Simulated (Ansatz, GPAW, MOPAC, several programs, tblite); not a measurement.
**What each method gives for PdOS (Janus 2H monolayer)**

PdOS (Janus 2H monolayer), relaxed with r2SCAN in Ansatz, was computed with several methods. The sheet's in-plane cell has a = 3.858 Å, b = 3.858 Å (γ = 120.0°), and its outermost atoms lie 1.61 Å apart along the normal. Around Pd lie 3 S at 2.33 Å and 3 O at 2.41 Å; around O lie 1 S at 1.61 Å and 3 Pd at 2.41 Å; around S lie 1 O at 1.61 Å and 3 Pd at 2.33 Å. Values at 0 K without nuclear motion; spin polarisation is off, and the phase may be a hypothetical one.

```cif
data_structure
_symmetry_space_group_name_H-M 'P 1'
_symmetry_Int_Tables_number 1
_cell_length_a 3.8582
_cell_length_b 3.8582
_cell_length_c 29.5639
_cell_angle_alpha 90.000
_cell_angle_beta 90.000
_cell_angle_gamma 120.000
_cell_volume 381.12
loop_
_atom_site_label
_atom_site_type_symbol
_atom_site_fract_x
_atom_site_fract_y
_atom_site_fract_z
_atom_site_occupancy
Pd1 Pd 0.33333 0.66667 0.30204 1
O1 O 0.66667 0.33333 0.33281 1
S1 S 0.66667 0.33333 0.27842 1
```
The sheet repeats along a and b alone.

Gaps and times are for a single point on this cell. Times are rough, from shared hosts (Arm Neoverse V1), and each method has its own mesh and cell size. PM6 (MOPAC), PM7 (MOPAC), GFN1-xTB (tblite), GFN2-xTB (tblite) treat a cluster of cells at its zone centre, which samples few k points: where these miss a band edge, the gap comes out too large for that reason alone. Gaps from k meshes are read at a limited set of points (mesh, symmetry points, PBE's band edges), so each method's own least gap may be somewhat smaller. xTB and the PM methods were fitted mostly to molecules, and can miss a solid's gap by electronvolts. Minimal bases can be far off for gaps. d marks a direct gap, i an indirect one (no mark: not told apart), a dash a value that wasn't computed or didn't pass its checks.

| method | kind | gap (eV) | atoms computed | processor time |
| --- | --- | --- | --- | --- |
| GFN1-xTB (tblite) | tight binding | 0 | 27 | 0.88 s |
| GFN2-xTB (tblite) | tight binding | 0 | 27 | 1.1 s |
| PM6 (MOPAC) | semi-empirical | 4.39 | 27 | 1.5 s |
| light PBE (260 eV and a coarse mesh) | light plane-wave | overlap 0.07 | 3 | 4.9 s |
| PBE/single zeta (GPAW) | small basis | overlap 0.18 | 3 | 14 s |
| PBE | semilocal | overlap 0.08 | 3 | 20 s |
| PM7 (MOPAC) | semi-empirical | 4.73 | 27 | 36 s |
| r2SCAN | semilocal | overlap 0.30 | 3 | 54 s |

With PBE and r2SCAN the bands overlap or touch, or nearly. Semilocal functionals can close a real gap, so this doesn't show a metal; small gaps of other methods may in turn close between the points read or with spin-orbit coupling, and the solid may be a semimetal.

The runs are scalar-relativistic, without spin-orbit coupling.
